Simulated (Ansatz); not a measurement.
# Al2O3: the cost of one run

Computed with Ansatz 0.2.0 (DFT PBE, scalar-relativistic, plane waves, PAW, unless a step's input says otherwise).

## 1. Starting point

It takes space group R-3c (No. 167, trigonal). Conventional cell: a = 4.761 Å, b = 4.761 Å, c = 12.996 Å, α = 90.00°, β = 90.00°, γ = 120.00°. Around Al (site symmetry 3) lie 6 O at 1.85 to 1.97 Å. O (site symmetry 2) is surrounded by 4 Al at 1.85 to 1.97 Å.

Coordinates:

```cif
data_structure
_symmetry_space_group_name_H-M 'R-3c:H'
_symmetry_Int_Tables_number 167
_cell_length_a 4.7605
_cell_length_b 4.7605
_cell_length_c 12.9956
_cell_angle_alpha 90.000
_cell_angle_beta 90.000
_cell_angle_gamma 120.000
_cell_volume 255.05
loop_
_atom_site_label
_atom_site_type_symbol
_atom_site_symmetry_multiplicity
_atom_site_Wyckoff_symbol
_atom_site_fract_x
_atom_site_fract_y
_atom_site_fract_z
_atom_site_occupancy
Al1 Al 12 c 0.66667 0.33333 0.18549 1
O1 O 18 e 0.64001 0.66667 0.41667 1
```

The runs take a perfect supercell of 40 atoms; the defect goes to fractional position (0.352, 0.352, 0.352).

## 2. The perfect supercell

input.yaml reads:

```yaml
crystal:
  lattice:
    - [-4.7605, -2.748476, 4.331867]
    - [4.7605, -2.748476, 4.331867]
    - [0.0, 5.496952, 4.331867]
  atoms:
    - { symbol: Al, position: [0.35216, 0.35216, 0.35216] }
    - { symbol: Al, position: [0.85216, 0.85216, 0.35216] }
    - { symbol: Al, position: [0.85216, 0.35216, 0.85216] }
    - { symbol: Al, position: [0.35216, 0.85216, 0.85216] }
    - { symbol: Al, position: [0.14784, 0.14784, 0.14784] }
    - { symbol: Al, position: [0.64784, 0.64784, 0.14784] }
    - { symbol: Al, position: [0.64784, 0.14784, 0.64784] }
    - { symbol: Al, position: [0.14784, 0.64784, 0.64784] }
    - { symbol: Al, position: [0.64784, 0.14784, 0.14784] }
    - { symbol: Al, position: [0.14784, 0.64784, 0.14784] }
    - { symbol: Al, position: [0.14784, 0.14784, 0.64784] }
    - { symbol: Al, position: [0.64784, 0.64784, 0.64784] }
    - { symbol: Al, position: [0.85216, 0.35216, 0.35216] }
    - { symbol: Al, position: [0.35216, 0.85216, 0.35216] }
    - { symbol: Al, position: [0.35216, 0.35216, 0.85216] }
    - { symbol: Al, position: [0.85216, 0.85216, 0.85216] }
    - { symbol: O, position: [0.09666, 0.40334, 0.25] }
    - { symbol: O, position: [0.59666, 0.90334, 0.25] }
    - { symbol: O, position: [0.59666, 0.40334, 0.75] }
    - { symbol: O, position: [0.09666, 0.90334, 0.75] }
    - { symbol: O, position: [0.25, 0.09666, 0.40334] }
    - { symbol: O, position: [0.75, 0.59666, 0.40334] }
    - { symbol: O, position: [0.75, 0.09666, 0.90334] }
    - { symbol: O, position: [0.25, 0.59666, 0.90334] }
    - { symbol: O, position: [0.40334, 0.25, 0.09666] }
    - { symbol: O, position: [0.90334, 0.75, 0.09666] }
    - { symbol: O, position: [0.90334, 0.25, 0.59666] }
    - { symbol: O, position: [0.40334, 0.75, 0.59666] }
    - { symbol: O, position: [0.90334, 0.09666, 0.25] }
    - { symbol: O, position: [0.40334, 0.59666, 0.25] }
    - { symbol: O, position: [0.40334, 0.09666, 0.75] }
    - { symbol: O, position: [0.90334, 0.59666, 0.75] }
    - { symbol: O, position: [0.75, 0.40334, 0.09666] }
    - { symbol: O, position: [0.25, 0.90334, 0.09666] }
    - { symbol: O, position: [0.25, 0.40334, 0.59666] }
    - { symbol: O, position: [0.75, 0.90334, 0.59666] }
    - { symbol: O, position: [0.59666, 0.25, 0.40334] }
    - { symbol: O, position: [0.09666, 0.75, 0.40334] }
    - { symbol: O, position: [0.09666, 0.25, 0.90334] }
    - { symbol: O, position: [0.59666, 0.75, 0.90334] }
basis:
  ecutwfc: 420
  fft_grid_basis: typed
kpoints:
  mp_grid: { grid: [3, 3, 3] }
hamiltonian:
  xc: pbe
  pseudopotentials: { kind: paw }
scf:
  occupations: { method: gaussian, width: 0.05 }
output:
  forces: true
  stress: false
  eigenvalues: true
  bader: false
  write_density: true
  volumetric_format: npy
```

Run with:

```bash
$ ansatz run input.yaml --threads 4 --pin off --max-ram 10240MiB --backend cpu --events-out ev --progress --plain --runs-dir out
```

Q: Estimate wall time and peak memory on 4 threads of Intel Xeon Platinum 8488C (Sapphire Rapids), shared host.

About 3.6 s, with a peak of 1.4 GiB.
